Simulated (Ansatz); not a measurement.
# C₄H₁₆N₄Sn: small, medium and large basis sets

One table from this session's results is given with a row withheld; the runs are named, their logs left out.

Program: Ansatz 0.2.0, Gaussian basis. Level of theory: one geometry, several basis sets. These are calculated values, not measurements.

The runs, in order: PBE0-D4/def2-SVP; ωB97M-V/def2-SVP; PBE0-D4/def2-QZVPP; ωB97M-V/def2-QZVPP; the functionals' def2-TZVPP values are taken from earlier runs.

## Structure used throughout

The geometry comes from an earlier relaxation with PBE0-D4 in a triple-zeta def2 set; it is a stationary point, not always the lowest conformer. Sn takes the def2 core potential; no spin-orbit term is included.

SMILES `C[NH][Sn]([NH]C)([NH]C)[NH]C`, 25 atoms, charge 0, spin multiplicity 1.

Atoms are counted from 1 here; the program's logs count them from 0.

Bond lengths: C1–N2 1.452 Å, C1–H10 1.094 Å, C1–H11 1.099 Å, C1–H12 1.095 Å, N2–Sn3 2.020 Å, N2–H13 1.010 Å, Sn3–N4 2.016 Å, Sn3–N6 2.022 Å, Sn3–N8 2.003 Å, N4–C5 1.450 Å, N4–H14 1.010 Å, C5–H15 1.095 Å, C5–H16 1.093 Å, C5–H17 1.100 Å, N6–C7 1.452 Å, N6–H18 1.010 Å, C7–H19 1.096 Å, C7–H20 1.099 Å and more. Angles: N2–C1–H10 109.5°, N2–C1–H11 114.8°, N2–C1–H12 110.5°, H10–C1–H11 107.2°, H10–C1–H12 106.7°, H11–C1–H12 107.8°, C1–N2–Sn3 119.4°, C1–N2–H13 111.7°, Sn3–N2–H13 114.5°, N2–Sn3–N4 105.1°, N2–Sn3–N6 112.5°, N2–Sn3–N8 113.9°, N4–Sn3–N6 118.1°, N4–Sn3–N8 105.5°, N6–Sn3–N8 101.8°, Sn3–N4–C5 120.7°, Sn3–N4–H14 113.7°, C5–N4–H14 112.4° and more.

Set-up of the first run:

The input, in.yaml:

```yaml
crystal:
  periodic: [false, false, false]
  atoms:
    - {symbol: C, position_ang: [-3.055994, 0.911896, -0.690009]}
    - {symbol: N, position_ang: [-1.723196, 0.962159, -1.262704]}
    - {symbol: Sn, position_ang: [-0.158090, 0.266833, -0.192146]}
    - {symbol: N, position_ang: [1.293097, -0.083859, -1.547607]}
    - {symbol: C, position_ang: [2.691102, -0.001019, -1.173306]}
    - {symbol: N, position_ang: [0.280059, 1.446430, 1.391149]}
    - {symbol: C, position_ang: [1.345545, 1.093192, 2.311446]}
    - {symbol: N, position_ang: [-0.500727, -1.496495, 0.695043]}
    - {symbol: C, position_ang: [-0.681893, -2.706399, -0.081735]}
    - {symbol: H, position_ang: [-3.211010, -0.059405, -0.211905]}
    - {symbol: H, position_ang: [-3.262170, 1.682339, 0.065960]}
    - {symbol: H, position_ang: [-3.814972, 1.001530, -1.474880]}
    - {symbol: H, position_ang: [-1.552239, 1.839799, -1.733089]}
    - {symbol: H, position_ang: [1.111077, 0.327344, -2.451757]}
    - {symbol: H, position_ang: [3.320974, -0.462123, -1.941619]}
    - {symbol: H, position_ang: [2.860414, -0.564346, -0.251521]}
    - {symbol: H, position_ang: [3.066694, 1.018979, -1.005213]}
    - {symbol: H, position_ang: [0.267115, 2.435944, 1.189179]}
    - {symbol: H, position_ang: [1.194056, 1.578084, 3.282732]}
    - {symbol: H, position_ang: [2.355017, 1.354471, 1.963544]}
    - {symbol: H, position_ang: [1.331308, 0.014871, 2.488235]}
    - {symbol: H, position_ang: [-1.097978, -1.455981, 1.507347]}
    - {symbol: H, position_ang: [-1.698693, -2.845183, -0.475219]}
    - {symbol: H, position_ang: [-0.001012, -2.692472, -0.936268]}
    - {symbol: H, position_ang: [-0.431484, -3.590891, 0.514743]}
basis:
  gaussian: {orbitals: def2-SVP}
hamiltonian: {xc: pbe0, dispersion: d4}
output: {orbitals: {seedname: orbitals}}
```

Command:

```
$ ansatz run in.yaml --threads 4 --pin off --events-out ev --progress --plain --max-ram 46080MiB --backend cpu
```

Among the steps run: PBE0-D4 in def2-SVP; ωB97M-V in def2-SVP; PBE0-D4 in def2-QZVPP; ωB97M-V in def2-QZVPP.

One of the session's tables, all rows but one given; the rest of the session is left out.

It belongs to the step «Functionals by basis». 

```
functional       basis  HOMO (eV)  LUMO (eV)
   PBE0-D4    def2-SVP      -5.91       0.36
   PBE0-D4  def2-TZVPP      -6.12      -0.11
   PBE0-D4  def2-QZVPP      -6.15      -0.30
   ωB97M-V    def2-SVP      -8.24       2.20
   ωB97M-V  def2-TZVPP      -8.45       1.43
   ωB97M-V  def2-QZVPP          ?          ?
```

Estimate the missing values for ωB97M-V, def2-QZVPP.

As computed: HOMO (eV): -8.48; LUMO (eV): 0.94. In the column «HOMO (eV)» it is the lowest.
